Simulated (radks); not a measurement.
# Gd²⁺ in [Kr] 4d10 4f7 5s1.75 5p6 5d1 6d0.25: an all-electron calculation

Wanted: eigenvalues, radial structure and energy terms of the gadolinium ion Gd2+.

Method: scalar-relativistic Kohn-Sham, LDA (Slater exchange, VWN5 correlation), spin-unpolarised, spherical densities, finite nucleus. Code: radks (a radial shooting solver on a logarithmic mesh, Libxc functionals) version 1.

**1. The atom as given**

```
element            : gadolinium (Z = 64)
charge             : +2
electrons          : 62
configuration      : [Kr] 4d10 4f7 5s1.75 5p6 5d1 6d0.25
nuclear rms radius : 5.1569 fm
```

**2. Self-consistent calculation**

Input:

```text
Z 64
configuration [Kr] 4d10 4f7 5s1.75 5p6 5d1 6d0.25 6s0 6p0 5f0 7d0
relativity scalar-relativistic
functional lda,vwn5
spin unpolarised
nucleus finite rms 5.1569 fm
c 137.035999084
```

The run is started by

```console
python run_ks.py task.json out
```

The same process makes all the runs of this session.

Q: Predict the outcome of this run.

The runs gave:

```
                        quantity                value
                    total energy  -11261.4903 hartree
exchange-correlation share of it               2.14 %
                            −T/E               1.0734
          highest occupied level        6d, -6.687 eV
    most extended occupied level  6d, <r> = 6.17 bohr
 radius at density 0.001 e/bohr³            3.68 bohr
    maxima of the radial density                    4
```

What this shows: The radial density shows 4 maxima for 6 occupied principal shells; where shells overlap, one shows as a shoulder or not at all. −T/E is 1.073: with relativity the kinetic term as defined here no longer equals −E. This is not the tabulated ground configuration, so its levels and sizes aren't those of the ground state, and no measured value stands beside it.
